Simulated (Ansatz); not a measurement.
# FGeH3O2: the cost of one run

Method: RKS B3LYP-D4/def2-SVP, in Ansatz 0.2.0.

## (1) The system as given

Bond lengths: Ge1–F2 1.680 Å, Ge1–O3 1.770 Å, O3–H4 1.010 Å, Ge1–H5 1.549 Å, Ge1–O6 1.769 Å, O6–H7 1.010 Å. Angles: F2–Ge1–O3 109.4°, F2–Ge1–H5 109.5°, F2–Ge1–O6 109.5°, O3–Ge1–H5 109.5°, O3–Ge1–O6 109.5°, H5–Ge1–O6 109.5°, Ge1–O3–H4 109.5°, Ge1–O6–H7 109.5°.

Coordinates:

```xyz
7

Ge    0.0000    0.0000    0.0000
F     0.0000    0.0000    1.6800
O     1.6691    0.0000   -0.5894
H     1.9855   -0.9521   -0.7061
H    -0.7300    1.2648   -0.5162
O    -0.8337   -1.4443   -0.5894
H    -1.2883   -1.9100    0.1830
```

## (2) Relaxing the start

The input, input.yaml:

```yaml
crystal:
  periodic: [false, false, false]
  atoms:
    - { symbol: Ge, position_ang: [0.0, 0.0, 0.0] }
    - { symbol: F, position_ang: [0.0, 0.0, 1.68] }
    - { symbol: O, position_ang: [1.6691, 0.0, -0.5894] }
    - { symbol: H, position_ang: [1.9855, -0.9521, -0.7061] }
    - { symbol: H, position_ang: [-0.73, 1.2648, -0.5162] }
    - { symbol: O, position_ang: [-0.8337, -1.4443, -0.5894] }
    - { symbol: H, position_ang: [-1.2883, -1.91, 0.183] }
basis:
  gaussian: { orbitals: def2-SVP }
hamiltonian:
  xc: b3lyp
  dispersion: d4
relax:
  f_tol: 0.02
  max_steps: 40
```

Run with:

```
$ ansatz run input.yaml --threads 2 --pin off --max-ram 3072MiB --backend cpu --events-out ev --progress --plain --runs-dir out
```

What time and memory should one allow on 2 threads of Arm Neoverse V1, shared host?

About 14 s, with a peak of 0.18 GiB.
